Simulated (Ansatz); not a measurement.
Ga3Se:

```
CELL_PARAMETERS angstrom
4.43246 0.00000 0.00000
0.00000 4.43246 0.00000
0.00000 0.00000 4.43246
ATOMIC_POSITIONS crystal
Se 0.00000 0.00000 0.00000
Ga 0.50000 0.50000 0.00000
Ga 0.50000 0.00000 0.50000
Ga 0.00000 0.50000 0.50000
```

The cell comes from a database or a generator and needn't be the stable form of this composition.

Base run:

| Property | Result |
| --- | --- |
| Program | Ansatz 0.2.0 |
| Functional | PBE |
| Potentials or basis | all-electron LAPW, scalar-relativistic |
| Cutoff | 158 eV (chosen from the basis error) |
| Basis error allowed | 0.002 eV/atom |
| k mesh | 6 × 6 × 6 |
| Occupations | fermi-dirac, width 0.05 eV |
| Spin | no spin polarisation |

Its results: pressure -0.6 GPa.

Problem. The run is repeated on the same cell with these changes: functional from PBE to LDA. What comes out?

Solution. Pressure -4.9 GPa.

LDA binds more tightly than PBE, so the same cell stands under less pressure.
